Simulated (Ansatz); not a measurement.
Molecular dynamics of Be

Input file:

```yaml
accuracy: low
crystal:
  lattice:
    - [7.197627, 0.0, 0.0]
    - [-3.598814, 6.233328, 0.0]
    - [0.0, 0.0, 7.519121]
  atoms:
    - { symbol: Be, position: [-0.02743493, -0.03690051, -0.02931733] }
    - { symbol: Be, position: [0.04975399, 0.23510299, 0.33060852] }
    - { symbol: Be, position: [0.06016331, -0.00874998, 0.48504222] }
    - { symbol: Be, position: [0.02076202, 0.18074945, 0.68054282] }
    - { symbol: Be, position: [-0.15019861, 0.36899868, 0.0132473] }
    - { symbol: Be, position: [0.15621068, 0.69161109, 0.282753] }
    - { symbol: Be, position: [0.0413971, 0.43086072, 0.48265773] }
    - { symbol: Be, position: [0.04465116, 0.53848799, 0.79405544] }
    - { symbol: Be, position: [0.07321642, 0.77842156, 0.03593318] }
    - { symbol: Be, position: [0.13905176, 1.00267468, 0.25524444] }
    - { symbol: Be, position: [-0.05421416, 0.65489614, 0.49796628] }
    - { symbol: Be, position: [0.10580336, 0.85817661, 0.72111226] }
    - { symbol: Be, position: [0.27056383, 0.00041001, 0.03547351] }
    - { symbol: Be, position: [0.52828433, 0.29541012, 0.24700362] }
    - { symbol: Be, position: [0.40382845, 0.02451793, 0.48263204] }
    - { symbol: Be, position: [0.424624, 0.17037489, 0.74291665] }
    - { symbol: Be, position: [0.27937821, 0.30233358, 0.08609683] }
    - { symbol: Be, position: [0.33565774, 0.51643222, 0.28436532] }
    - { symbol: Be, position: [0.35534715, 0.33435067, 0.48460239] }
    - { symbol: Be, position: [0.34922163, 0.58993171, 0.82062013] }
    - { symbol: Be, position: [0.33746991, 0.7332637, 0.07682009] }
    - { symbol: Be, position: [0.46922651, 0.84742004, 0.3263184] }
    - { symbol: Be, position: [0.35457787, 0.72639903, 0.5465826] }
    - { symbol: Be, position: [0.41625464, 0.87587973, 0.80672358] }
    - { symbol: Be, position: [0.73307672, 0.02149475, 0.10270964] }
    - { symbol: Be, position: [0.76609526, 0.25403097, 0.25736134] }
    - { symbol: Be, position: [0.74553152, 0.11820763, 0.53368398] }
    - { symbol: Be, position: [0.75973638, 0.25504963, 0.76106498] }
    - { symbol: Be, position: [0.55440584, 0.18006952, -0.04489547] }
    - { symbol: Be, position: [0.79992543, 0.58249373, 0.20503935] }
    - { symbol: Be, position: [0.65951442, 0.3608595, 0.49043413] }
    - { symbol: Be, position: [0.80734992, 0.61387564, 0.7548976] }
    - { symbol: Be, position: [0.68191058, 0.69798554, -0.00549815] }
    - { symbol: Be, position: [0.78917787, 0.86619173, 0.25340173] }
    - { symbol: Be, position: [0.66400484, 0.70204316, 0.45684528] }
    - { symbol: Be, position: [0.70551539, 0.92896974, 0.72539767] }
basis:
  ecutwfc: 500.0
kpoints:
  mp_grid: { grid: [2, 2, 2] }
hamiltonian:
  xc: r2scan
scf:
  occupations: { method: fermi_dirac, width: 0.3 }
  lower_state_search: "off"
md:
  timestep: 1.12
  n_steps: 140
  ensemble: nvt_langevin
  temperature: 2800.0
  initial_velocities: maxwell_boltzmann
  seed: 568759
  friction: 0.02
  temperature_schedule:
    - { n_steps: 105, end_temperature: 300.0 }
    - { n_steps: 35, end_temperature: 300.0 }
```

Run as:

```bash
$ ansatz run input.yaml --threads 2 --pin off --max-ram 5120MiB --backend cpu --events-out ev --progress --plain --runs-dir out
```

It goes on from the last frame of an earlier run, with new velocities.

Output, in part (step lines):

```
md step     0: t =     0.00 fs  T =  2722.2 K (target 2800.0 K)  F+E_penalty+E_count = -3338.62808455 eV  E_kin = 12.667480 eV  (8 SCF iters)
md step     1: t =     1.12 fs  T =  2623.3 K (target 2788.1 K)  F+E_penalty+E_count = -3338.67765604 eV  E_kin = 12.207012 eV  (7 SCF iters)
md step     2: t =     2.24 fs  T =  2808.0 K (target 2764.3 K)  F+E_penalty+E_count = -3338.77365030 eV  E_kin = 13.066589 eV  (7 SCF iters)
md step     3: t =     3.36 fs  T =  2909.6 K (target 2740.5 K)  F+E_penalty+E_count = -3338.89321474 eV  E_kin = 13.539479 eV  (7 SCF iters)
md step     4: t =     4.48 fs  T =  2908.5 K (target 2716.7 K)  F+E_penalty+E_count = -3338.98045928 eV  E_kin = 13.534288 eV  (7 SCF iters)
md step     5: t =     5.60 fs  T =  2983.1 K (target 2692.9 K)  F+E_penalty+E_count = -3339.01796620 eV  E_kin = 13.881658 eV  (5 SCF iters)
md step     6: t =     6.72 fs  T =  2956.7 K (target 2669.0 K)  F+E_penalty+E_count = -3339.04450300 eV  E_kin = 13.758737 eV  (5 SCF iters)
md step     7: t =     7.84 fs  T =  3125.7 K (target 2645.2 K)  F+E_penalty+E_count = -3339.13869980 eV  E_kin = 14.545109 eV  (5 SCF iters)
[... lines left out ...]
```

The steps, from the saved trajectory:

```tsv
time (fs)	T (K)	potential energy less start (eV)
0.0	2722	0.000
4.5	2908	-0.352
9.0	3044	-0.698
13.4	3047	-1.774
17.9	2915	-1.678
22.4	2707	-0.971
26.9	2590	-0.977
31.4	2537	-1.054
35.8	2469	-1.039
40.3	2400	-1.215
44.8	2259	-1.201
49.3	2190	-1.139
53.8	1979	-1.772
58.2	1949	-2.435
62.7	1790	-2.383
67.2	1671	-2.102
71.7	1450	-1.959
76.2	1748	-3.127
80.6	1711	-4.404
85.1	1532	-4.503
89.6	1371	-4.019
94.1	1316	-3.892
98.6	1395	-4.870
103.0	1612	-6.479
107.5	1513	-7.324
112.0	1227	-7.012
116.5	1039	-6.553
121.0	976	-6.777
125.4	1030	-7.497
129.9	1055	-7.811
134.4	923	-7.639
138.9	840	-7.385
143.4	753	-7.478
147.8	801	-8.019
152.3	914	-8.668
156.8	887	-9.072
```

All steps were run. The schedule's set-point averaged 511 K over the second half and the system 1182 K, so it lags behind the ramp. A run of 0.16 ps of so small a system gives no equilibrium averages. Limits of this set-up: coarse k mesh, low accuracy level.

Mean squared displacements from the first frame to the last, about the centre of mass: Be 0.69 Å².

Last frame:

```xyz
36
Lattice="7.1976 0.0000 0.0000 -3.5988 6.2333 0.0000 0.0000 0.0000 7.5191" Properties=species:S:1:pos:R:3
Be 0.029 0.186 0.262
Be -0.529 1.344 1.874
Be 0.687 -0.767 4.844
Be -0.460 1.493 5.806
Be -2.384 2.819 0.010
Be -1.334 3.818 1.636
Be -0.838 2.303 3.710
Be -1.464 3.731 5.548
Be -0.743 4.073 -0.220
Be -2.974 5.870 2.452
Be -2.373 3.805 3.682
Be -2.582 4.892 6.984
Be 2.752 -0.285 0.544
Be 2.865 1.575 1.643
Be 2.560 -0.290 3.722
Be 1.445 0.782 6.392
Be 0.450 2.380 0.181
Be 1.078 3.303 2.196
Be 0.924 1.324 3.643
Be 1.121 3.428 5.936
Be 1.125 4.582 0.349
Be 0.644 5.693 2.529
Be 0.075 4.053 4.117
Be -0.187 5.650 6.048
Be 4.884 0.362 0.258
Be 4.798 1.903 2.310
Be 6.245 0.432 3.778
Be 4.814 1.502 5.096
Be 3.388 1.471 -0.999
Be 3.593 3.621 1.946
Be 3.132 2.246 3.682
Be 3.429 3.304 5.514
Be 2.611 3.240 0.026
Be 2.348 5.426 1.658
Be 2.348 4.479 3.691
Be 2.598 5.219 6.171
```

The run took 14 min on 2 CPU threads of a shared host.
